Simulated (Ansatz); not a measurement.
# TiSi2: a line through a two-coordinate scan

Aim: follow the energy of TiSi2 (Cmcm, No. 63; 6 atoms in the cell) along one coordinate, stretch along b over the lengths across it, with the other held at volume per atom = 13.583 Å³.

Computed with Ansatz 0.2.0 (DFT PBE, scalar-relativistic, plane waves, PAW, unless a step's input says otherwise).

16 further runs of the same task are left out: 16 set aside as unsound or not needed.

### 1 Starting point

It takes space group Cmcm (No. 63, orthorhombic). The conventional cell has a = 3.547 Å, b = 13.561 Å, c = 3.579 Å, α = 90.00°, β = 90.00°, γ = 90.00°. Ti (site symmetry m2m) has 10 Si at 2.59 to 2.83 Å as nearest neighbours. Around Si (site symmetry m2m) lie 2 Si at 2.40 Å and 6 Ti at 2.59 to 2.83 Å. Around Si (site symmetry m2m) lie 4 Si at 2.52 Å and 4 Ti at 2.67 to 2.68 Å.

Structure file:

```cif
data_structure
_symmetry_space_group_name_H-M 'Cmcm'
_symmetry_Int_Tables_number 63
_cell_length_a 3.5473
_cell_length_b 13.5615
_cell_length_c 3.5790
_cell_angle_alpha 90.000
_cell_angle_beta 90.000
_cell_angle_gamma 90.000
_cell_volume 172.17
loop_
_atom_site_label
_atom_site_type_symbol
_atom_site_symmetry_multiplicity
_atom_site_Wyckoff_symbol
_atom_site_fract_x
_atom_site_fract_y
_atom_site_fract_z
_atom_site_occupancy
Ti1 Ti 4 c 0.50000 0.60319 0.75000 1
Si1 Si 4 c 0.50000 0.94086 0.75000 1
Si2 Si 4 c 0.00000 0.75017 0.75000 1
```

It goes back to an entry of the Materials Project, which need not be the stable form.

It is the result of an earlier relaxation at this level (volume 14.35 Å³/atom; gap on the mesh: none (metal)).

### 2 What is varied

The energy is mapped over volume and the cell's shape.

The axes are (1) volume per atom: 7 values from 13.200 to 15.496 Å³; (2) stretch along b over the lengths across it, relative to the relaxed cell: 7 values from 0.923 to 1.083.

Nothing else is relaxed (fractional coordinates fixed). Energies count from the relaxed crystal. Points are written as (first, second).

### 3 Point (13.583 Å³, 0.948)

File input.yaml:

```yaml
crystal:
  lattice:
    - [1.7728350421, -6.4251857625, 0.0]
    - [1.7728350421, 6.4251857625, 0.0]
    - [0.0, 0.0, 3.5773624132]
  atoms:
    - { symbol: Ti, position: [0.8968075258, 0.1031924742, 0.75] }
    - { symbol: Ti, position: [0.1031924742, 0.8968075258, 0.25] }
    - { symbol: Si, position: [0.5591373591, 0.4408626409, 0.75] }
    - { symbol: Si, position: [0.4408626409, 0.5591373591, 0.25] }
    - { symbol: Si, position: [0.2498287182, 0.7501712818, 0.75] }
    - { symbol: Si, position: [0.7501712818, 0.2498287182, 0.25] }
basis:
  ecutwfc: 520.0
kpoints:
  mp_grid: { grid: [12, 12, 12] }
hamiltonian:
  xc: pbe
  pseudopotentials: { kind: paw, azcp: { folder: soft_1 } }
scf:
  occupations: { method: gaussian, width: 0.15 }
output:
  forces: true
  stress: true
  eigenvalues: true
```

Run with:

```sh
$ ansatz run input.yaml --threads 4 --pin off --max-ram 8192MiB --backend cpu --events-out ev --progress --plain --runs-dir out
```

Further runs follow: the other points of the line.

Q: Predict the outcome of this session. Wanted: for each run, stretch along b over the lengths across it, relative to the relaxed cell; energy; slope; pressure; largest force on an atom.

As calculated:

| stretch along b over the lengths across it, relative to the relaxed cell | step | energy (meV/atom) | slope (meV/atom per unit) | pressure (GPa) | largest force on an atom (eV/Å) |
| --- | --- | --- | --- | --- | --- |
| 0.923 | – | 56 | −1101 | 7.63 | 0.90 |
| 0.948 | 3 | 34 | −680 | 7.70 | 0.66 |
| 0.974 | – | 22 | −278 | 7.99 | 0.42 |
| 1.000 | 4 | 19 | 102 | 8.50 | 0.19 |
| 1.027 | 5 | 27 | 458 | 9.24 | 0.07 |
| 1.055 | 6 | 44 | 793 | 10.21 | 0.31 |
| 1.083 | 7 | 72 | 1100 | 11.40 | 0.53 |

Energies count from the relaxed crystal. Rows without a step come from runs not printed here or follow by symmetry. Slopes come from the forces (and the stress, where the cell changes), not from differences of energies.

Along the line the energy is lowest at 1.000, 19 meV/atom from the zero. A fit to energies and slopes at the lowest point and its two neighbours puts the minimum at 0.9927, with a curvature of about 14000 meV/atom per (unit)². The highest point computed, at 1.083, lies 52 meV/atom above the lowest. This is one cut through a surface in two coordinates; the map's lowest point lies off it. A rigid map gives upper bounds: relaxing the other coordinates can only lower a point.
